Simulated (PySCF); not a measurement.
# RhF₆ (-2): ligand-field states, spin distribution, part 2 of 2

PySCF 2.14.0. Atoms count from 0. Earlier steps stand in the parts before.

## 8. Ligand-field states: state-averaged CASSCF (basis x2c-TZVPall) in water

The job: settings as JSON, then the geometry in Å.

```
{"job": {"kind": "lf", "basis": "x2c-TZVPall", "nevpt": true, "solvent": "water"}, "charge": -2, "metal": "Rh", "open_shell": "d5"}
Rh     0.000000     0.000000     0.000000
F      1.915784    -0.000000    -0.000000
F     -1.915784     0.000000     0.000000
F      0.000000     1.915784    -0.000000
F     -0.000000    -1.915784     0.000000
F      0.000000    -0.000000     1.915784
F     -0.000000     0.000000    -1.915784
```

Level: state-averaged CASSCF of the metal d shell, SC-NEVPT2 on the averaged canonical orbitals, state-interaction spin-orbit coupling.

Log:

```text
basis functions 249, electrons 101, active (5e, 5o)
stage 1: DIIS on the effective Fock matrix, level shift 0.30
cycle   1  E = -5375.0714925121  dE = -5.375e+03  max|g| = 2.074e+00
cycle   2  E = -5375.7745585192  dE = -7.031e-01  max|g| = 1.151e+00
cycle   3  E = -5378.1671233975  dE = -2.393e+00  max|g| = 7.294e-01
cycle   4  E = -5378.6722683643  dE = -5.051e-01  max|g| = 1.597e-01
cycle   5  E = -5378.7084582311  dE = -3.619e-02  max|g| = 6.395e-02
cycle   6  E = -5378.7180563539  dE = -9.598e-03  max|g| = 3.017e-02
cycle   7  E = -5378.7192748772  dE = -1.219e-03  max|g| = 2.417e-02
cycle   8  E = -5378.7198387139  dE = -5.638e-04  max|g| = 4.375e-03
cycle   9  E = -5378.7198961669  dE = -5.745e-05  max|g| = 4.077e-03
cycle  10  E = -5378.7199028579  dE = -6.691e-06  max|g| = 1.714e-03
cycle  11  E = -5378.7199036472  dE = -7.894e-07  max|g| = 7.007e-04
cycle  12  E = -5378.7199040106  dE = -3.633e-07  max|g| = 6.916e-04
cycle  13  E = -5378.7199042132  dE = -2.026e-07  max|g| = 6.391e-04
cycle  14  E = -5378.7199044021  dE = -1.889e-07  max|g| = 5.390e-04
cycle  15  E = -5378.7199046583  dE = -2.562e-07  max|g| = 3.359e-04
cycle  16  E = -5378.7199047572  dE = -9.895e-08  max|g| = 2.787e-04
cycle  17  E = -5378.7199048090  dE = -5.181e-08  max|g| = 2.450e-04
cycle  18  E = -5378.7199048407  dE = -3.169e-08  max|g| = 2.000e-04
cycle  19  E = -5378.7199048594  dE = -1.867e-08  max|g| = 1.676e-04
cycle  20  E = -5378.7199048726  dE = -1.318e-08  max|g| = 1.403e-04
cycle  21  E = -5378.7199048813  dE = -8.775e-09  max|g| = 1.187e-04
cycle  22  E = -5378.7199048877  dE = -6.328e-09  max|g| = 1.003e-04
cycle  23  E = -5378.7199048925  dE = -4.813e-09  max|g| = 8.360e-05
cycle  24  E = -5378.7199048958  dE = -3.289e-09  max|g| = 6.995e-05
cycle  25  E = -5378.7199048980  dE = -2.211e-09  max|g| = 5.903e-05
cycle  26  E = -5378.7199048996  dE = -1.640e-09  max|g| = 4.944e-05
cycle  27  E = -5378.7199049007  dE = -1.134e-09  max|g| = 4.141e-05
cycle  28  E = -5378.7199049016  dE = -8.276e-10  max|g| = 3.446e-05
cycle  29  E = -5378.7199049022  dE = -6.075e-10  max|g| = 2.827e-05
cycle  30  E = -5378.7199049026  dE = -4.093e-10  max|g| = 2.315e-05
cycle  31  E = -5378.7199049029  dE = -2.874e-10  max|g| = 1.883e-05
cycle  32  E = -5378.7199049031  dE = -1.874e-10  max|g| = 1.529e-05
cycle  33  E = -5378.7199049032  dE = -1.182e-10  max|g| = 1.264e-05
cycle  34  E = -5378.7199049033  dE = -7.276e-11  max|g| = 1.062e-05
cycle  35  E = -5378.7199049033  dE = -5.366e-11  max|g| = 7.300e-06
converged average energy = -5378.7199049033

 mult deg   label        CASSCF/cm-1   NEVPT2/cm-1
   2   3   2T2g                0.0           0.0
   4   3   4T1g            13132.5       18330.8
   4   3   4T2g            19398.4       22675.6
   2   3   2T1g            23379.5       27474.4
   2   1   2A2g            24063.2       28534.4
   6   1   6A1g            16133.5       28824.1
   2   3   2T2g            26244.5       30171.8
   2   2   2Eg             28255.5       31860.0
   2   3   2T1g            33612.2       35524.9
   2   3   2T2g            34929.9       35701.0
   2   1   2A1g            38842.0       39321.9
   4   1   4A1g            37191.8       46654.6
   2   2   2Eg             43622.9       47024.0
   4   2   4Eg             38715.3       47565.1
   4   3   4T2g            41530.5       50332.5
   4   2   4Eg             43480.7       50802.2
   2   1   2A1g            47790.0       55564.6
   4   1   4A2g            53567.7       56674.5
   2   3   2T2g            50387.7       57662.2
   2   2   2Eg             53203.8       58789.7
   4   3   4T1g            52054.3       59105.3
   2   3   2T2g            55395.3       61609.7
   2   3   2T1g            55546.2       61619.6
   2   1   2A2g            57555.9       62502.0
   2   3   2T1g            58005.1       62503.7
   2   1   2A1g            60205.1       64023.8
   2   2   2Eg             61422.9       64968.7
   2   3   2T1g            64498.8       69693.6
   2   2   2Eg             70883.3       71339.0
   2   3   2T2g            67843.5       71414.8
   4   3   4T1g            70794.5       81403.0
   2   3   2T1g            79003.1       85264.7
   2   3   2T1g            83541.6       85713.9
   4   3   4T2g            77318.2       86002.0
   2   3   2T2g            82860.8       86436.4
   2   1   2A2g            81405.6       90908.3
   2   3   2T2g            89215.5       91480.7
   2   2   2Eg             87163.2       94433.3
   2   3   2T2g            91820.5       97925.8
   2   3   2T1g            98254.4      100238.6
   2   1   2A1g            98007.8      102020.6
   2   2   2Eg            112496.0      112519.3
   2   3   2T2g           119198.6      125584.4

spin-orbit levels / cm-1
      0.00  x2  2T2g 0.98
   2332.13  x4  2T2g 0.99
  19395.58  x4  4T1g 0.93 4T2g 0.03
  19696.14  x2  4T1g 0.95
  20145.06  x4  4T1g 0.97
  20458.41  x2  4T1g 0.99
  24201.04  x2  4T2g 0.98
  24303.06  x4  4T2g 0.96 4T1g 0.03
  24533.73  x4  4T2g 0.96
  24633.83  x2  4T2g 0.96
  28664.13  x4  2T1g 0.95
  29787.40  x2  2T1g 0.98
  30283.46  x2  2A2g 0.92 2T2g 0.05
  30837.55  x4  6A1g 0.97
  30839.47  x2  6A1g 0.97
  31726.56  x2  2T2g 0.92 2A2g 0.04
  32158.55  x4  2T2g 0.95
  33737.22  x4  2Eg 0.96
  36500.38  x4  2T2g 0.57 2T1g 0.41
  37332.45  x2  2T1g 0.96
```

Run time: 43 s. Hardware: 1 thread of Intel Xeon Platinum 8488C, shared host; peak memory 0.98 GiB.

Warnings kept with the result: strongly covalent, metal-shell active space is small for this complex.

From this job:

```
             quantity      value
spin-orbit constant ζ  1260 cm⁻¹
```

Powder susceptibility:

```csv
T (K),χT (cm³ K/mol),μ(eff)
2,0.402,1.79
20,0.411,1.81
100,0.451,1.90
300,0.550,2.10
```

## 9. Ligand-field states: state-averaged CASSCF (avg hs) in water

Settings changed since step 8:

```diff
@@ -1,2 +1,2 @@
-{"job": {"kind": "lf", "basis": "x2c-TZVPall", "nevpt": true, "solvent": "water"}, "charge": -2, "metal": "Rh", "open_shell": "d5"}
+{"job": {"kind": "lf", "basis": {"metal": "x2c-TZVPall", "ligand": "x2c-SVPall"}, "nevpt": true, "solvent": "water", "avg": "hs"}, "charge": -2, "metal": "Rh", "open_shell": "d5"}
 Rh     0.000000     0.000000     0.000000
```

With the program's defaults for keys left out, this is: state-averaged CASSCF of the metal d shell, SC-NEVPT2 on the averaged canonical orbitals, state-interaction spin-orbit coupling.

Log:

```text
basis functions 147, electrons 101, active (5e, 5o)
stage 1: DIIS on the effective Fock matrix, level shift 0.30
cycle   1  E = -5374.6523711664  dE = -5.375e+03  max|g| = 2.396e+00
cycle   2  E = -5375.6395987755  dE = -9.872e-01  max|g| = 1.370e+00
cycle   3  E = -5377.8440087343  dE = -2.204e+00  max|g| = 6.963e-01
cycle   4  E = -5378.0666372701  dE = -2.226e-01  max|g| = 2.385e-01
cycle   5  E = -5378.1332327584  dE = -6.660e-02  max|g| = 7.921e-02
cycle   6  E = -5378.1451660850  dE = -1.193e-02  max|g| = 4.535e-02
cycle   7  E = -5378.1459322631  dE = -7.662e-04  max|g| = 3.336e-02
cycle   8  E = -5378.1463623609  dE = -4.301e-04  max|g| = 3.148e-02
cycle   9  E = -5378.1471233839  dE = -7.610e-04  max|g| = 2.240e-02
cycle  10  E = -5378.1465963394  dE =  5.270e-04  max|g| = 2.834e-02
cycle  11  E = -5378.1455742330  dE =  1.022e-03  max|g| = 3.839e-02
cycle  12  E = -5378.1446566637  dE =  9.176e-04  max|g| = 3.945e-02
cycle  13  E = -5378.1433199096  dE =  1.337e-03  max|g| = 5.324e-02
cycle  14  E = -5378.1416990559  dE =  1.621e-03  max|g| = 6.516e-02
cycle  15  E = -5378.1401002948  dE =  1.599e-03  max|g| = 7.344e-02
stage 2: quasi-Newton rotations from the point of smallest gradient
cycle  17  E = -5378.1476394399  dE = -5.161e-04  max|g| = 1.379e-02
cycle  18  E = -5378.1478925775  dE = -2.531e-04  max|g| = 2.766e-03
cycle  19  E = -5378.1479161947  dE = -2.362e-05  max|g| = 1.191e-03
cycle  20  E = -5378.1479187878  dE = -2.593e-06  max|g| = 3.917e-04
cycle  21  E = -5378.1479191876  dE = -3.998e-07  max|g| = 1.607e-04
cycle  22  E = -5378.1479192416  dE = -5.396e-08  max|g| = 5.671e-05
cycle  23  E = -5378.1479192445  dE = -2.920e-09  max|g| = 7.709e-06
converged average energy = -5378.1479192445

 mult deg   label        CASSCF/cm-1   NEVPT2/cm-1
   2   3   2T2g                0.0           0.0
   4   3   4T1g            12483.1       19026.5
   4   3   4T2g            18833.3       23782.8
   2   3   2T1g            23472.9       28525.5
   2   1   2A2g            24316.1       29684.3
   6   1   6A1g            14252.6       29784.3
   2   3   2T2g            26648.3       31425.5
   2   2   2Eg             28726.5       33215.2
   2   3   2T1g            34219.2       37192.5
   2   3   2T2g            35602.1       37331.0
   2   1   2A1g            39412.2       41333.4
   4   1   4A1g            36905.5       48211.6
   2   2   2Eg             44504.3       49257.0
   4   2   4Eg             38361.8       49263.2
   4   3   4T2g            41579.6       52219.6
   4   2   4Eg             43568.3       52900.3
   2   1   2A1g            48261.9       57434.6
   4   1   4A2g            53451.5       59258.0
   2   3   2T2g            50979.1       59872.9
   2   2   2Eg             54129.3       61163.2
   4   3   4T1g            53002.3       61447.8
   2   3   2T2g            56485.4       63911.1
   2   3   2T1g            56556.9       64062.4
   2   1   2A2g            58526.5       65128.0
   2   3   2T1g            58763.8       65150.0
   2   1   2A1g            61489.7       66584.0
   2   2   2Eg             62965.0       67734.9
   2   3   2T1g            66303.2       72482.6
   2   2   2Eg             72588.9       74417.8
   2   3   2T2g            69406.9       74557.8
   4   3   4T1g            71721.0       84320.0
   2   3   2T1g            80462.0       88651.8
   4   3   4T2g            78340.2       89299.1
   2   3   2T1g            85363.2       89403.9
   2   3   2T2g            84838.9       89946.8
   2   1   2A2g            83170.5       94148.8
   2   3   2T2g            91553.8       95438.7
   2   2   2Eg             89291.7       97892.1
   2   3   2T2g            93975.1      101611.1
   2   3   2T1g           101336.6      104021.6
   2   1   2A1g           100365.2      106161.5
   2   2   2Eg            116453.7      116942.7
   2   3   2T2g           122783.8      129763.2

spin-orbit levels / cm-1
      0.00  x2  2T2g 0.98
   2447.41  x4  2T2g 0.99
  20152.17  x4  4T1g 0.93
  20460.41  x2  4T1g 0.95
  20932.36  x4  4T1g 0.98
  21254.95  x2  4T1g 0.99
  25387.98  x2  4T2g 0.98
  25489.05  x4  4T2g 0.96
  25716.21  x4  4T2g 0.96
  25814.72  x2  4T2g 0.96
  29780.12  x4  2T1g 0.95
  30958.89  x2  2T1g 0.98
  31522.89  x2  2A2g 0.92 2T2g 0.05
  31901.64  x4  6A1g 0.97
  31903.87  x2  6A1g 0.97
  33055.87  x2  2T2g 0.92 2A2g 0.05
  33518.74  x4  2T2g 0.95
  35177.16  x4  2Eg 0.96
  38177.99  x4  2T2g 0.59 2T1g 0.39
  39087.20  x2  2T1g 0.96
```

It took 14 s on 1 thread of Intel Xeon Platinum 8488C, shared host; peak memory 0.59 GiB.

Warnings kept with the result: strongly covalent, metal-shell active space is small for this complex.

In short:

| quantity | value |
| --- | --- |
| spin-orbit constant ζ | 1318 cm⁻¹ |

Powder susceptibility:

| T (K) | χT (cm³ K/mol) | μ(eff) |
| --- | --- | --- |
| 2 | 0.425 | 1.84 |
| 20 | 0.434 | 1.86 |
| 100 | 0.474 | 1.95 |
| 300 | 0.572 | 2.14 |

## 10. The runs side by side

From the NEVPT2 states (cm⁻¹; the spread is that of the fitted one-electron ligand-field levels):

```csv
step,setting,ground state,next state,orbital spread,Racah B,ζ,"μ(eff), 300 K"
3,as given,2T2g,4T1g at 18883,29891,729,1260,2.10
8,basis x2c-TZVPall,2T2g,4T1g at 18331,29304,718,1260,2.10
9,avg hs,2T2g,4T1g at 19026,30178,763,1318,2.14
```

## 11. What came out

What follows sums up all 2 parts.

| quantity | value |
| --- | --- |
| point group | Oh |
| rotational constants (main isotopes) | 1.82, 1.81, 1.81 GHz |
| spin-orbit constant ζ (step 3, state-averaged CASSCF in water) | 1260 cm⁻¹ |
| ground multiplicity, μ(eff) at 300 K (step 3, 6 donors at 1.92 Å) | 2, 2.10 μB |
| ground multiplicity, μ(eff) at 300 K (step 8, 6 donors at 1.92 Å) | 2, 2.10 μB |
| ground multiplicity, μ(eff) at 300 K (step 9, 6 donors at 1.92 Å) | 2, 2.14 μB |

Over 4 steps the energy fell by 0.039 eV; of the close pairs, Rh0–F5 changed most, 1.875 to 1.918 Å. The next job takes another geometry, as its input shows. In step 3, χT goes from 0.40 at 2 K to 0.55 cm³ K/mol at 300 K, as higher levels fill or mix in. The bonding is strongly covalent, and an active space of the metal's shell alone is small for it, so these values are rough.
